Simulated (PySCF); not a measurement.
# C8H10BrN: the cost of one run

Programs: PySCF 2.14.0, with routines of our own; each step states its level. All values are computed. Atoms count from 0.

### 1 The starting structure

20 atoms, charge 0, multiplicity 1; geometry from: GFN2-xTB.

### 2 Vibronic structure: TDDFT PBE0/def2-SVP

What the job is given:

```
{"job": {"kind": "vib", "xc": "PBE0", "basis": "def2-SVP", "tda": false}, "charge": 0, "multiplicity": 1}
C     -2.153219    -0.096001     1.018401
N     -1.437212    -0.247586    -0.224464
C     -2.195099     0.046083    -1.414665
C     -0.080447    -0.115167    -0.194739
C      0.718820     0.026312     0.903748
C      2.086836     0.054125     0.471499
C      3.211544     0.190539     1.191595
Br     3.216670     0.367248     3.067028
C      2.066156    -0.087671    -0.987202
C      0.787666    -0.188225    -1.376678
H     -1.701074    -0.732265     1.777896
H     -3.187503    -0.404760     0.874920
H     -2.142414     0.939584     1.379125
H     -2.416465     1.117475    -1.505770
H     -1.652721    -0.271531    -2.300184
H     -3.139987    -0.498503    -1.379759
H      0.422402     0.118947     1.929386
H      4.197688     0.210320     0.757335
H      2.946035    -0.106231    -1.602493
H      0.447177    -0.312013    -2.388015
```

Level: TDDFT PBE0/def2-SVP vertical-gradient vibronic structure (displaced harmonic oscillators, Condon), gas phase.

Command:

```bash
> OMP_NUM_THREADS=1 python excited_run.py task.json out
```

The driver reads the jobs from task.json and runs them one after another.

Q: Estimate the wall time and peak memory of this first job on 1 thread of Arm Neoverse V2, shared host.

About 81 s, with a peak of 1.3 GiB.
